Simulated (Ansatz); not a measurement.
# Br2H3HfNO: basis-set convergence

Aim: see how fast density functionals converge with the basis set for Br2H3HfNO.

The runs use Ansatz 0.2.0, Gaussian basis; one geometry, several basis sets.

Plan: PBE0-D4/def2-SVP; ωB97M-V/def2-SVP; PBE0-D4/def2-QZVPP; ωB97M-V/def2-QZVPP; the functionals' def2-TZVPP values are taken from earlier runs.

### Step 1. Structure used throughout

The geometry comes from an earlier relaxation with PBE0-D4 in a triple-zeta def2 set; it is a stationary point, not always the lowest conformer. Hf takes the def2 core potential; no spin-orbit term is included.

SMILES `[NH2][Hf]([OH])([Br])[Br]`, 8 atoms, charge 0, spin multiplicity 1.

Atoms are counted from 1 here; the program's logs count them from 0.

Bond lengths: N1–Hf2 2.004 Å, N1–H6 1.011 Å, N1–H7 1.010 Å, Hf2–O3 1.893 Å, Hf2–Br4 2.518 Å, Hf2–Br5 2.518 Å, O3–H8 0.953 Å. Angles: Hf2–N1–H6 125.1°, Hf2–N1–H7 125.7°, H6–N1–H7 109.2°, N1–Hf2–O3 105.0°, N1–Hf2–Br4 109.1°, N1–Hf2–Br5 109.1°, O3–Hf2–Br4 112.1°, O3–Hf2–Br5 112.1°, Br4–Hf2–Br5 109.3°, Hf2–O3–H8 165.1°.

### Step 2. PBE0-D4 in def2-SVP

File in.yaml:

```yaml
crystal:
  periodic: [false, false, false]
  atoms:
    - {symbol: N, position_ang: [-0.973069, 0.818064, 0.826251]}
    - {symbol: Hf, position_ang: [0.218969, -0.058388, -0.525651]}
    - {symbol: O, position_ang: [1.106164, -1.434158, 0.424540]}
    - {symbol: Br, position_ang: [-1.191016, -0.962064, -2.406261]}
    - {symbol: Br, position_ang: [1.826269, 1.650972, -1.439983]}
    - {symbol: H, position_ang: [-1.589025, 1.598318, 0.640364]}
    - {symbol: H, position_ang: [-1.055890, 0.554002, 1.797729]}
    - {symbol: H, position_ang: [1.657586, -2.166747, 0.683020]}
basis:
  gaussian: {orbitals: def2-SVP}
hamiltonian: {xc: pbe0, dispersion: d4}
output: {orbitals: {seedname: orbitals}}
```

Command:

```sh
$ ansatz run in.yaml --threads 4 --pin off --events-out ev --progress --plain --max-ram 10444MiB
```

Further steps of the session: ωB97M-V in def2-SVP; PBE0-D4 in def2-QZVPP; ωB97M-V in def2-QZVPP.

**Question.** What will the summary of the whole plan be? Wanted: PBE0-D4: double and triple zeta above quadruple; ωB97M-V: double and triple zeta above quadruple.

As calculated:

| quantity | value |
| --- | --- |
| PBE0-D4: double and triple zeta above quadruple | 24.86, 3.08 eV |
| ωB97M-V: double and triple zeta above quadruple | 24.79, 2.96 eV |

In words: PBE0-D4 gains 21.78 eV from double to triple zeta, then 3.08 eV more. Total energies overstate the basis error of differences, where much of it tends to cancel. The LUMO of ωB97M-V is positive and keeps falling with the basis (1.01 to 0.38 eV): an unbound level that the basis holds in place.
